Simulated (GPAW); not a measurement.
**HfGe in GPAW: the effect of strain uniaxial z**

The system is HfGe.

```xyz
2
Lattice="3.5008 0.0000 0.0000 0.0000 3.5008 0.0000 0.0000 0.0000 3.2908" Properties=species:S:1:pos:R:3 pbc="T T T"
Hf    0.0000    0.0000    0.0000
Ge    1.7504    1.7504    1.6454
```

The cell was built by a generator and needn't be a form met in nature.

Alike in all runs:

| Quantity | Value |
| --- | --- |
| Program | GPAW 26.7.0 |
| Task | single point |
| Functional | PBE |
| Potentials or basis | GPAW PAW data sets (gpaw-data 1.2.1) |
| Cutoff | 600 eV |
| Basis | pw |
| k mesh | 8 × 8 × 8 |
| Occupations | fermi-dirac, width 0.05 eV |
| Spin | no spin polarisation |
| Maxiter | 150 |

```csv
strain uniaxial z,pressure (GPa)
-0.06,-7.0
-0.04,-8.5
-0.02,-10.0
-0.01,-10.7
0,-11.3
0.01,?
0.02,-12.6
0.04,-13.7
0.06,-14.7
```

What does the run with strain uniaxial z 0.01 give?

Pressure -12.0 GPa.

Worked out: A parabola through the other rows of the pressure, of slope -61.7 GPa per unit of strain uniaxial z there, gives -12.0 GPa, against the run's -12.0.

Caveats: the density grid can change from cell to cell, which puts small steps into energies and stress.
